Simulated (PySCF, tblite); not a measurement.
**AlH₄O₂P, a small molecule taken as a stand-in for a surface group (aluminium hydroxide): NMR shifts, core binding energies and electronic excitations**

Aim: the NMR shifts, core binding energies and electronic excitations of `[OH][Al]([OH])[PH2]`.

Programs: tblite 0.8.0 and PySCF 2.14.0. All values are calculated, for the isolated system unless a continuum is named. Atoms count from 0, parts from 1.

## 1. Starting point

8 atoms, charge 0, multiplicity 1; geometry: distance geometry start.

## 2. Relaxing the cluster with GFN2-xTB

The job: settings as JSON, then the geometry in Å.

```
{"job": {"kind": "relax", "xc": "GFN2-xTB", "basis": "xTB"}, "charge": 0, "multiplicity": 1}
O      0.121651     1.471571    -1.757165
Al    -0.649682     1.690259    -0.068111
O     -2.294644     2.581697    -0.014707
P     -0.438938    -0.077719     1.366895
H     -0.072183     2.029406    -2.522085
H     -3.138500     2.195794    -0.259912
H     -1.600169    -0.494685     1.995690
H      0.689476    -0.125493     2.121936
```

Method: GFN2-xTB geometry optimisation, gas phase.

Command:

```console
OMP_NUM_THREADS=1 python cluster_run.py task.json out
```

This one command runs all jobs of the session in turn.

**Question.** The jobs that follow are: PBE0-D3(BJ)/def2-SVP geometry optimisation, gas phase; GIAO PBE0/pcSseg-2 NMR shielding, non-relativistic, gas phase; delta-SCF UKS SCAN, pcX-2 on the ionised atom, pcseg-1 elsewhere, spin-free X2C; TDDFT CAM-B3LYP/def2-SVPD, vertical, gas phase, core orbitals frozen in the response. Predict: point group; rotational constants (main isotopes); ¹H shifts against TMS (PBE0/pcSseg-2, means over atoms taken as alike); ¹⁷O shifts against H2O (PBE0/pcSseg-2, means over atoms taken as alike); ²⁷Al shifts against AlH4- (PBE0/pcSseg-2); ³¹P shifts against H3PO4 (PBE0/pcSseg-2); O1s binding energies, SCAN/pcX-2; Al2p binding energies, SCAN/pcX-2; P2p binding energies, SCAN/pcX-2; lowest singlet (CAM-B3LYP/def2-SVPD); lowest triplet; vertical ionisation energy (ΔSCF); vertical electron affinity (ΔSCF).

As calculated:

| quantity | value |
| --- | --- |
| point group | Cs |
| rotational constants (main isotopes) | 6.14, 2.81, 1.95 GHz |
| ¹H shifts against TMS (PBE0/pcSseg-2, means over atoms taken as alike) | 1.44, 0.81 ppm |
| ¹⁷O shifts against H2O (PBE0/pcSseg-2, means over atoms taken as alike) | 43.6 ppm |
| ²⁷Al shifts against AlH4- (PBE0/pcSseg-2) | 63.1 ppm |
| ³¹P shifts against H3PO4 (PBE0/pcSseg-2) | -368.6 ppm |
| O1s binding energies, SCAN/pcX-2 | O0 538.05 eV |
| Al2p binding energies, SCAN/pcX-2 | Al1 80.74 eV |
| P2p binding energies, SCAN/pcX-2 | P3 136.45 eV |
| lowest singlet (CAM-B3LYP/def2-SVPD) | 5.94 eV (209 nm), f = 0.116 |
| lowest triplet | 5.34 eV |
| vertical ionisation energy (ΔSCF) | 9.75 eV |
| vertical electron affinity (ΔSCF) | -0.44 eV (unbound: the value hangs on the basis) |

**Reading.** Over 14 steps the energy fell by 0.243 eV; of the close pairs, P3–H7 changed most, 1.377 to 1.430 Å (PBE0/def2-SVP). No frequency check was run at this level, so the end point may be a saddle. At PBE0/pcSseg-2: The largest span, 210 ppm, is at P3, where the paramagnetic term is -301 ppm. The first singlet state (HOMO→LUMO 0.84) lies at 5.94 eV and is bright. The lowest triplet lies 0.61 eV below the lowest singlet (triplets in Tamm-Dancoff, singlets in full TDDFT). ΔSCF puts the ionisation energy at 9.75 eV, 1.04 eV above −ε(HOMO).
